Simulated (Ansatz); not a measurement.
# Y2H2C: the cost of one run

Computed with Ansatz 0.2.0 (DFT r2SCAN, scalar-relativistic, plane waves, PAW, unless a step's input says otherwise).

## (1) The structure to begin with

The structure is trigonal, space group P-3m1 (No. 164). The conventional cell has a = 3.656 Å, b = 3.656 Å, c = 5.997 Å, α = 90.00°, β = 90.00°, γ = 120.00°. Y (site symmetry 3m) has 4 H at 2.28 to 2.33 Å and 3 C at 2.51 Å in its first shell of neighbours. H (site symmetry 3m) is surrounded by 4 Y at 2.28 to 2.33 Å. Around C (site symmetry -3m) lie 6 Y at 2.51 Å.

Structure file:

```
CELL_PARAMETERS angstrom
3.65560 0.00000 0.00000
-1.82780 3.16584 0.00000
0.00000 0.00000 5.99730
ATOMIC_POSITIONS crystal
Y 0.33333 0.66667 0.22650
Y 0.66667 0.33333 0.77350
H 0.33333 0.66667 0.60700
H 0.66667 0.33333 0.39300
C 0.00000 0.00000 0.00000
```

No relaxation comes first: the listed cell is the starting point.

## (2) The reference: the undisturbed cell on the scan's mesh

input.yaml

```yaml
crystal:
  lattice:
    - [3.6555989322, 0.0, 0.0]
    - [-1.8277994661, 3.1658415413, 0.0]
    - [0.0, 0.0, 5.9973]
  atoms:
    - { symbol: "Y", position: [0.3333333333, 0.6666666667, 0.2265] }
    - { symbol: "Y", position: [0.6666666667, 0.3333333333, 0.7735] }
    - { symbol: H, position: [0.3333333333, 0.6666666667, 0.607] }
    - { symbol: H, position: [0.6666666667, 0.3333333333, 0.393] }
    - { symbol: C, position: [0.0, 0.0, 0.0] }
basis:
  ecutwfc: 500
kpoints:
  mp_grid: { grid: [18, 18, 10] }
hamiltonian:
  xc: r2scan
scf:
  occupations: { method: gaussian, width: 0.15 }
output:
  forces: true
  stress: true
  eigenvalues: true
```

Launch:

```sh
$ ansatz run input.yaml --threads 1 --pin off --max-ram 2560MiB --backend cpu --events-out ev --progress --plain --runs-dir out
```

Q: Estimate wall time and peak memory on 1 thread of Arm Neoverse V1, shared host.

About 52 s, with a peak of 0.8 GiB.
